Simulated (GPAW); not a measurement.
Crystal: BiTe.

```
CELL_PARAMETERS angstrom
2.42271 1.39875 3.31729
-2.42271 1.39875 3.31729
0.00000 -2.79750 3.31729
ATOMIC_POSITIONS crystal
Bi 0.50000 0.50000 0.50000
Te 0.00000 0.00000 0.00000
```

The cell comes from a database or a generator and needn't be the stable form of this composition.

| Quantity | Value |
| --- | --- |
| Program | GPAW 26.7.0 |
| Task | single point |
| Functional | PBE |
| Potentials or basis | GPAW PAW data sets (gpaw-data 1.2.1) |
| Cutoff | 600 eV |
| Basis | pw |
| k mesh | 7 × 7 × 7 |
| Occupations | fermi-dirac, width 0.05 eV |
| Spin | no spin polarisation |

On this cell: pressure -0.1 GPa; largest force under 0.003 eV/Å; band gap on the k mesh none (metal or under the smearing width).

The same run follows on a disturbed copy (atoms moved at random, drawn with an rms of 0.05 Å):

```
Bi Te
1.0
     2.42271    1.39875    3.31729
    -2.42271    1.39875    3.31729
     0.00000   -2.79750    3.31729
Bi Te
1 1
Direct
  0.50449 0.49986 0.49761
  0.99451 0.00737 0.00473
```

Q: What does the disturbed cell give?

A: The energy (extrapolated to zero smearing) moves by +1.1 meV/atom; pressure 0.0 GPa; largest force 0.092 eV/Å; band gap on the k mesh none (metal or under the smearing width).

Forces on the atoms (eV/Å):
```
Bi  -0.080 -0.044  0.013
Te   0.080  0.044 -0.013
```

Stress tensor (GPa, compression positive):
```
 0.02  0.02 -0.02
 0.02  0.01 -0.01
-0.02 -0.01 -0.06
```

Caveats: spin-orbit coupling is left out, which moves the levels of the heavy elements.
